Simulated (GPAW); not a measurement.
Crystal: MoSe.

```
Mo Se
1.0
     0.00000    2.89288    2.89288
     2.89288    0.00000    2.89288
     2.89288    2.89288    0.00000
Mo Se
1 1
Direct
  0.00000 0.00000 0.00000
  0.50000 0.50000 0.50000
```

The cell was built by a generator and needn't be a form met in nature.

Base run:

```yaml
Program: GPAW 26.7.0
Functional: PBE
Potentials_or_basis: GPAW PAW data sets (gpaw-data 1.2.1)
Cutoff: 600 eV
Basis: pw
k_mesh: 8 × 8 × 8
Occupations: fermi-dirac, width 0.05 eV
Spin: no spin polarisation
Hubbard_terms: Mo d U = 3 eV
```

Its results: band gap on the k mesh none (metal or under the smearing width); pressure -15.6 GPa.

Q: The run is repeated on the same cell with these changes: hubbard terms from Mo d U = 3 eV to Mo d U = 6 eV. What comes out?

A: Band gap on the k mesh none (metal or under the smearing width); pressure -10.6 GPa.

Caveats: U without spin polarisation on a metal has little footing.
